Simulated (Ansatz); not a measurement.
Task: energies of removing a hydrogen of FGeH5OSi, SMILES [OH][GeH]([F])[SiH3], with Ansatz 0.2.0, Python API. Give the script and its output. Use (for the species named): CAM-B3LYP, def2-SVP basis, multiplicity 1.

```yaml
atoms:
  - { symbol: O, position_ang: [-0.8490, 0.7711, 1.7640] }
  - { symbol: Ge, position_ang: [-0.7261, 0.6994, -0.0253] }
  - { symbol: F, position_ang: [-0.3918, 2.2918, -0.6935] }
  - { symbol: Si, position_ang: [1.0741, -0.7436, -0.5413] }
  - { symbol: H, position_ang: [-1.1354, -0.1086, 2.0198] }
  - { symbol: H, position_ang: [-2.0436, 0.1931, -0.6438] }
  - { symbol: H, position_ang: [1.1685, -0.8468, -1.9942] }
  - { symbol: H, position_ang: [0.7348, -2.0656, 0.0081] }
  - { symbol: H, position_ang: [2.2570, -0.2371, 0.0891] }
```

The script, `fgeh5osi.py`:
```python
"""X-H bond energies of FGeH5OSi without relaxation."""

import ansatz as az


def single_point(molecule, charge=0, unpaired=0):
    calc = (
        molecule.calculation()
        .basis(gaussian="def2-SVP")
        .functional("CAM-B3LYP")
    )
    if charge:
        calc = calc.charge(charge)
    if unpaired:
        calc = calc.spin("collinear", total=unpaired)
    return calc.run().report["free_energy_ev"]

GEOMETRY = """
O    -0.84900    0.77110    1.76400
Ge   -0.72610    0.69940   -0.02530
F    -0.39180    2.29180   -0.69350
Si    1.07410   -0.74360   -0.54130
H    -1.13540   -0.10860    2.01980
H    -2.04360    0.19310   -0.64380
H     1.16850   -0.84680   -1.99420
H     0.73480   -2.06560    0.00810
H     2.25700   -0.23710    0.08910
"""

def without(molecule, index):
    rest = az.Crystal.molecule()
    for i, site in enumerate(molecule.cartesian_sites):
        if i != index:
            rest = rest.atom(site.symbol, site.position_ang)
    return rest

mol = az.Crystal.molecule()
for line in GEOMETRY.strip().splitlines():
    symbol, *xyz = line.split()
    mol = mol.atom(symbol, [float(v) for v in xyz])

whole = single_point(mol, 0)
hydrogen = single_point(az.Crystal.molecule().atom("H", (0, 0, 0)), 0, 1)
print(f"E(molecule) = {whole:.5f} eV, E(H) = {hydrogen:.5f} eV")
for index in [4, 5, 8]:
    radical = single_point(without(mol, index), 0, 1)
    print(f"H{index}: homolysis {(radical + hydrogen - whole):.3f} eV")
```

Output of `python fgeh5osi.py`:
```text
E(molecule) = -69230.99486 eV, E(H) = -13.54842 eV
H4: homolysis 4.892 eV
H5: homolysis 3.604 eV
H8: homolysis 3.993 eV
```

Notes:
- These settings explore the input space; basis and method may be short of convergence.
- The geometry is a force-field or estimated start, not a minimum of this method, and the basis set is short of its limit. All parts are taken at fixed geometry, without zero-point energy.
- Hardware and time: 36 s on 1 thread of Arm Neoverse V1, on a shared host, peak memory 0.41 GiB.
